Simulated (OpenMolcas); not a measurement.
# Mo³⁺ with 6 ligands (hydroxide): CASSCF and CASPT2 levels and susceptibility

Aim: the ligand-field states of Mo³⁺ in this surrounding, its lowest levels with spin-orbit coupling and its magnetic susceptibility.

Program: OpenMolcas 26.06. Level of theory: state-averaged CASSCF and CASPT2, spin-orbit coupling by RASSI with atomic mean-field integrals. These are calculated values, not measurements, unless marked.

## (1) The system

| Quantity | Value |
| --- | --- |
| Species | Mo³⁺ (molybdenum, Z = 42, 39 electrons) |
| Basis | ANO-RCC-VDZP [6s5p3d1f], 157 functions with the ligands |
| Scalar Hamiltonian | DKH2, point nucleus |
| Inactive shells | 1s 2s 2p 3s 3p 3d 4s 4p of the metal, and all ligand shells |
| Active space | 3 electrons in 5 orbitals (4d) |
| Some configurations of this space | 4d3 |
| Orbitals | optimised for each spin and parity, averaged over all roots |

Outer shells as boxes (Hund's rule):

4d3
```
4d [↑ ][↑ ][↑ ][  ][  ]
```

Mo³⁺ is taken with 6 ligands (hydroxide) in trigonal antiprism coordination (S6) at 2.02 Å, a polar angle of 55.6° against the regular 54.74°. A charge of +0.5 e stands 2.4 Å behind each ligand. Ligand basis ANO-RCC-VDZP. The distances are assumed, not relaxed.

```xyz
13

Mo    0.0000    0.0000    0.0000
O     0.0000    1.6659    1.1425
H    -0.8791    2.0039    1.3744
O    -1.4427   -0.8329    1.1425
H    -1.2959   -1.7633    1.3744
O     1.4427   -0.8329    1.1425
H     2.1750   -0.2406    1.3744
O     0.0000   -1.6659   -1.1425
H     0.8791   -2.0039   -1.3744
O     1.4427    0.8329   -1.1425
H     1.2959    1.7633   -1.3744
O    -1.4427    0.8329   -1.1425
H    -2.1750    0.2406   -1.3744
```

Each step is its own input file, run in one work folder so that later steps find the files of earlier ones. Labels, J, g values, rates, χT and fits are worked out afterwards by a script from the matrices that RASSI stores. The input lists half of the charges; inversion (Group=XYZ) makes the rest.

## (2) GATEWAY and SEWARD: basis and integrals

Contents of a.inp:

```
&GATEWAY
Coord
13

Mo 0.0 0.0 0.0
O 0.000000 1.665865 1.142494
H -0.879119 2.003936 1.374352
O -1.442682 -0.832933 1.142494
H -1.295901 -1.763308 1.374352
O 1.442682 -0.832933 1.142494
H 2.175020 -0.240630 1.374352
O 0.000000 -1.665865 -1.142494
H 0.879119 -2.003936 -1.374352
O 1.442682 0.832933 -1.142494
H 1.295901 1.763308 -1.374352
O -1.442682 0.832933 -1.142494
H -2.175020 0.240630 -1.374352
Basis=Mo.ANO-RCC-VDZP,H.ANO-RCC-VDZP,O.ANO-RCC-VDZP
Group=XYZ
NoMove
AngMom=0.0 0.0 0.0
AMFI
RICD
XField
3 Angstrom 0
0.000000 4.139922 2.839268 0.500000
3.585279 -2.069962 2.839267 0.500000
3.585279 2.069962 -2.839267 0.500000
&SEWARD
```

Run with:

```bash
OMP_NUM_THREADS=1 MOLCAS_MEM=2457 MOLCAS_PROJECT=a pymolcas a.inp > a.log
```

## (3) CASSCF: quartets of even parity, 10 roots

Contents of a.inp:

```
&RASSCF
FileOrb=start.orb
Symmetry=1
Spin=4
nActEl=3 0 0
Inactive=24 24
Ras2=5 0
CIRoot=10 10 1
SDav=10
CIMx=300
Iter=150 100
PrWF=0.3
OrbListing=Nothing
MaxOrb=0
LevShft=1.0
>>> COPY $Project.JobIph JOB001
```

start.orb holds start orbitals that the driver prepared beforehand, or those of the step before.

## (4) CASSCF: doublets of even parity, 40 roots

Contents of a.inp:

```
&RASSCF
FileOrb=start.orb
Symmetry=1
Spin=2
nActEl=3 0 0
Inactive=24 24
Ras2=5 0
CIRoot=40 40 1
SDav=40
CIMx=300
Iter=150 100
PrWF=0.3
OrbListing=Nothing
MaxOrb=0
LevShft=1.0
>>> COPY $Project.JobIph JOB002
```

## (5) RASSI: spin-orbit coupling between the states

Contents of a.inp:

```
&RASSI
NrOfJobIphs=2 10 40
1 2 3 4 5 6 7 8 9 10
1 2 3 4 5 6 7 8 9 10 11 12 13 14 15 16 17 18 19 20 21 22 23 24 25 26 27
28 29 30 31 32 33 34 35 36 37 38 39 40
IphNames
JOB001
JOB002
EJob
SpinOrbit
DIPRint=1.0
SOCoupling=1000.0
Subsets=2
Property=9
'ANGMOM' 1 'ANGMOM' 2 'ANGMOM' 3 'MLTPL  1' 1 'MLTPL  1' 2 'MLTPL  1' 3
'AMFI' 1 'AMFI' 2 'AMFI' 3
SOProperty=3
'ANGMOM' 1 'ANGMOM' 2 'ANGMOM' 3
```

## (6) CASPT2: IPEA 0.25, imaginary shift 0.1 (closed shells correlated: 4s 4p of the metal, with ligand shells; the Frozen line counts the rest)

Contents of a.inp:

```
>>> COPY JOB001 $Project.JobIph
&CASPT2
Multistate=10 1 2 3 4 5 6 7 8 9 10
NoMult
Frozen=11 9
IPEA=0.25
Imaginary=0.1
MaxIter=60
WThr=0.0 0.3 0.05
PrWF=0.5
NoMix
>>> COPY JOB002 $Project.JobIph
&CASPT2
Multistate=40 1 2 3 4 5 6 7 8 9 10 11 12 13 14 15 16 17 18 19 20 21 22
23 24 25 26 27 28 29 30 31 32 33 34 35 36 37 38 39 40
NoMult
Frozen=11 9
IPEA=0.25
Imaginary=0.1
MaxIter=60
WThr=0.0 0.3 0.05
PrWF=0.5
NoMix
```

(Steps that only read results are left out.)

Q: Predict the outcome of this session. Wanted: spin-free ground state; first state of the same spin within the active space; lowest level; next level.

As calculated:

| quantity | value |
| --- | --- |
| method | SS-CASPT2, IPEA 0.25, imaginary shift 0.1 (closed shells correlated: 4s 4p of the metal, with ligand shells; the Frozen line counts the rest) |
| spin-free ground state | quartet, 1-fold in its orbital part |
| first state of the same spin within the active space | quartet at 21500 cm⁻¹ |
| lowest level | 2-fold, g = 0.00, 0.00, 5.84 |
| next level | 1.9 cm⁻¹ |
| χT at 300 K | 1.79 cm³ K/mol |
| effective moment at 300 K | 3.78 μB |

Cost by method:

```tsv
method	time of its own steps	time with the reference
A. CASSCF	36 s	36 s
B. SS-CASPT2, IPEA 0.25, imaginary shift 0.1, +4s 4p	3.8 min	4.4 min
```

Times are of one thread on a shared host.

**Reading.** The spin-free ground state (quartet) is 1-fold and keeps the highest spin of the shell. χT at 300 K is 1.79, against 1.88 cm³ K/mol for the spin alone; near agreement at one temperature doesn't show that the orbital moment is quenched. CASPT2 does not keep the components of a term degenerate, and the means are used.
